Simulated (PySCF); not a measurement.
# F6In2 ((F2In-mu-F)2): the cost of one run

Programs: PySCF 2.14.0, with routines of our own; each step states its level. All values are computed. Atoms count from 0.

## 1. The starting structure

8 atoms, charge 0, multiplicity 1; geometry from: GFN2-xTB.

## 2. Relaxing the molecule at PBE0-D3(BJ)/def2-SVP

The job: settings as JSON, then the geometry in Å.

```
{"job": {"xc": "PBE0", "basis": "def2-SVP", "d3": "d3bj", "grid": 1, "maxiter": 30, "shake": 0.03, "kind": "geom"}, "charge": 0, "multiplicity": 1}
In     1.433980     0.631590    -0.785240
F      1.383280     2.637330    -0.719770
F      2.531520    -0.591090    -1.614530
F      0.795830    -0.087280     1.112350
In    -1.380080    -0.728330     0.765520
F     -2.534280     0.595190     1.682780
F     -1.442200    -2.648280     0.615030
F     -0.649820     0.105200    -1.139840
```

Run with:

```sh
OMP_NUM_THREADS=1 python heavy_run.py task.json out
```

This one command runs all jobs of the session in turn.

Q: Estimate the wall time and peak memory of this first job on 1 thread of Arm Neoverse V2, shared host.

About 88 s, with a peak of 0.56 GiB.
